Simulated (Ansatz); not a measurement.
# C4H7BO3: how energies converge with the basis set

How large a basis does C4H7BO3 need? Two functionals are run in growing sets.

Program: Ansatz 0.2.0, Gaussian basis. Level of theory: one geometry, several basis sets. These are calculated values, not measurements.

Levels to be run: PBE0-D4/def2-SVP; ωB97M-V/def2-SVP; PBE0-D4/def2-QZVPP; ωB97M-V/def2-QZVPP; the functionals' def2-TZVPP values are taken from earlier runs.

## 1. The geometry

All runs share one geometry, relaxed beforehand with PBE0-D4 in a triple-zeta def2 set.

SMILES `C[B-]1(O)OC=CC=[O+]1`, 15 atoms, charge 0, spin multiplicity 1.

Atoms are counted from 1 here; the program's logs count them from 0.

Bond lengths: C1–B2 1.587 Å, C1–H9 1.094 Å, C1–H10 1.094 Å, C1–H11 1.093 Å, B2–O3 1.410 Å, B2–O4 1.556 Å, B2–O8 1.555 Å, O3–H12 0.956 Å, O4–C5 1.267 Å, C5–C6 1.385 Å, C5–H13 1.092 Å, C6–C7 1.385 Å, C6–H14 1.079 Å, C7–O8 1.267 Å, C7–H15 1.092 Å. Angles: B2–C1–H9 111.1°, B2–C1–H10 111.1°, B2–C1–H11 112.3°, H9–C1–H10 107.7°, H9–C1–H11 107.2°, H10–C1–H11 107.3°, C1–B2–O3 119.5°, C1–B2–O4 109.3°, C1–B2–O8 109.4°, O3–B2–O4 106.4°, O3–B2–O8 106.4°, O4–B2–O8 105.0°, B2–O3–H12 112.3°, B2–O4–C5 121.5°, O4–C5–C6 123.9°, O4–C5–H13 115.4°, C6–C5–H13 120.6°, C5–C6–C7 116.8° and more.

## 2. PBE0-D4 in def2-SVP

in.yaml reads:

```yaml
crystal:
  periodic: [false, false, false]
  atoms:
    - {symbol: C, position_ang: [0.889483, -1.875468, -0.453023]}
    - {symbol: B, position_ang: [0.525357, -0.497797, 0.245670]}
    - {symbol: O, position_ang: [1.208012, -0.111882, 1.418043]}
    - {symbol: O, position_ang: [0.713869, 0.661745, -0.774120]}
    - {symbol: C, position_ang: [-0.041750, 1.678542, -0.767254]}
    - {symbol: C, position_ang: [-1.237009, 1.748140, -0.071407]}
    - {symbol: C, position_ang: [-1.670415, 0.584987, 0.542337]}
    - {symbol: O, position_ang: [-0.989549, -0.482112, 0.595724]}
    - {symbol: H, position_ang: [1.941145, -1.897534, -0.754818]}
    - {symbol: H, position_ang: [0.720208, -2.717176, 0.225494]}
    - {symbol: H, position_ang: [0.291010, -2.056489, -1.349938]}
    - {symbol: H, position_ang: [1.863469, -0.754787, 1.684782]}
    - {symbol: H, position_ang: [0.287521, 2.511173, -1.392041]}
    - {symbol: H, position_ang: [-1.855947, 2.631202, -0.103691]}
    - {symbol: H, position_ang: [-2.667404, 0.526957, 0.983542]}
basis:
  gaussian: {orbitals: def2-SVP}
hamiltonian: {xc: pbe0, dispersion: d4}
output: {orbitals: {seedname: orbitals}}
```

Run with:

```bash
$ ansatz run in.yaml --threads 4 --pin off --events-out ev --progress --plain --max-ram 11315MiB
```

Further steps of the session: ωB97M-V in def2-SVP; PBE0-D4 in def2-QZVPP; ωB97M-V in def2-QZVPP.

Before running them: what should the planned runs give, taken together? Wanted: PBE0-D4: double and triple zeta above quadruple; ωB97M-V: double and triple zeta above quadruple.

As calculated:

| quantity | value |
| --- | --- |
| PBE0-D4: double and triple zeta above quadruple | 13.08, 0.59 eV |
| ωB97M-V: double and triple zeta above quadruple | 13.43, 0.55 eV |

In words: PBE0-D4 gains 12.49 eV from double to triple zeta, then 0.59 eV more. Total energies overstate the basis error of differences, where much of it tends to cancel.
